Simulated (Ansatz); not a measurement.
**CH₄BClSi: one species, many methods**

An exercise on one series of results from a longer session: the logs are not shown, and one member is left open.

Computed with Ansatz 0.2.0, Gaussian basis. Level: functionals in def2-TZVPP, the program's frozen cores in correlated methods.

Levels to be run: LDA (SPW92), PBE-D4, revPBE-D4, BLYP-D4, r2SCAN-D4, B97M-V, PBE0-D4, B3LYP-D4, r2SCANh-D4, r2SCAN0-D4, HSE06-D4, BHLYP-D4, CAM-B3LYP-D4, LC-ωPBE, ωB97X-V, ωB97M-V, B2PLYP, PBE-QIDH; CCSD(T)/def2-SVP; CCSD(T)/def2-TZVPP; MP2/def2-QZVPP; extrapolation to the limit; RPA on PBE.

### The relaxed structure

An earlier PBE0-D4 in a triple-zeta def2 set relaxation fixed the geometry.

8 atoms, charge 0, spin multiplicity 1.

Atoms are counted from 1 here; the program's logs count them from 0.

Bond lengths: Cl1–B2 1.726 Å, B2–C3 1.512 Å, B2–Si4 1.928 Å, C3–Si4 1.958 Å, C3–H5 1.094 Å, C3–H6 1.088 Å, Si4–H7 1.480 Å, Si4–H8 1.484 Å. Angles: Cl1–B2–C3 134.9°, Cl1–B2–Si4 146.0°, C3–B2–Si4 68.1°, B2–C3–Si4 66.1°, B2–C3–H5 116.4°, B2–C3–H6 124.4°, Si4–C3–H5 95.4°, Si4–C3–H6 134.9°, H5–C3–H6 111.6°, B2–Si4–C3 45.8°, B2–Si4–H7 125.6°, B2–Si4–H8 121.7°, C3–Si4–H7 108.5°, C3–Si4–H8 122.6°, H7–Si4–H8 112.3°.

The first run:

in.yaml

```yaml
crystal:
  periodic: [false, false, false]
  atoms:
    - {symbol: Cl, position_ang: [-2.599800, 0.943767, 0.066621]}
    - {symbol: B, position_ang: [-0.975875, 0.446348, -0.240634]}
    - {symbol: C, position_ang: [0.372013, 0.766173, 0.366250]}
    - {symbol: Si, position_ang: [0.241811, -1.043001, -0.370238]}
    - {symbol: H, position_ang: [1.149032, 1.103601, -0.326701]}
    - {symbol: H, position_ang: [0.514411, 1.181482, 1.361411]}
    - {symbol: H, position_ang: [1.293466, -1.208976, -1.398157]}
    - {symbol: H, position_ang: [0.097139, -2.246392, 0.485849]}
basis:
  gaussian: {orbitals: def2-TZVPP}
hamiltonian: {xc: lda}
output: {orbitals: {seedname: orbitals}}
```

Launch:

```
$ ansatz run in.yaml --threads 2 --pin off --events-out ev --progress --plain --max-ram 4352MiB
```

Among the steps run: LDA; PBE-D4 (GGA); revPBE-D4 (GGA); BLYP-D4 (GGA); r2SCAN-D4 (meta-GGA); B97M-V (meta-GGA); B3LYP-D4 (hybrid); r2SCANh-D4 (hybrid); r2SCAN0-D4 (hybrid); HSE06-D4 (hybrid); BHLYP-D4 (hybrid); CAM-B3LYP-D4 (range-separated); LC-ωPBE (range-separated); ωB97X-V (range-separated); ωB97M-V (range-separated); B2PLYP (double hybrid); PBE-QIDH (double hybrid).

One table of the session follows, with a row left open; its other results are not shown here.

It belongs to the step «Frontier levels by functional». 

```
  functional  HOMO (eV)  LUMO (eV)  gap (eV)
 LDA (SPW92)      -5.87      -2.89      2.98
      PBE-D4      -5.76      -2.69      3.07
   revPBE-D4      -5.72      -2.61      3.11
     BLYP-D4      -5.63      -2.49      3.14
   r2SCAN-D4      -5.97      -2.46      3.51
      B97M-V      -6.03      -2.43      3.60
     PBE0-D4      -6.85      -1.78      5.07
    B3LYP-D4      -6.66      -1.93      4.73
  r2SCANh-D4      -6.37      -2.13      4.24
  r2SCAN0-D4          ?          ?         ?
    HSE06-D4      -6.46      -2.16      4.30
    BHLYP-D4      -7.83      -0.68      7.15
CAM-B3LYP-D4      -8.13      -0.60      7.53
     LC-ωPBE      -9.43       0.47      9.90
     ωB97X-V      -9.10       0.42      9.51
     ωB97M-V      -8.92       0.25      9.17
```

Estimate the missing values for r2SCAN0-D4.

Worked estimate for «HOMO (eV)». Against the share of exact exchange, r2SCAN-D4 (0, -5.97), r2SCANh-D4 (0.1, -6.37) give a slope of -4.00 per unit share; at 0.25 the line stands at -6.97.

**Answer.** HOMO (eV): -6.98; LUMO (eV): -1.65; gap (eV): 5.33. In «HOMO (eV)» the line misses by +0.01.
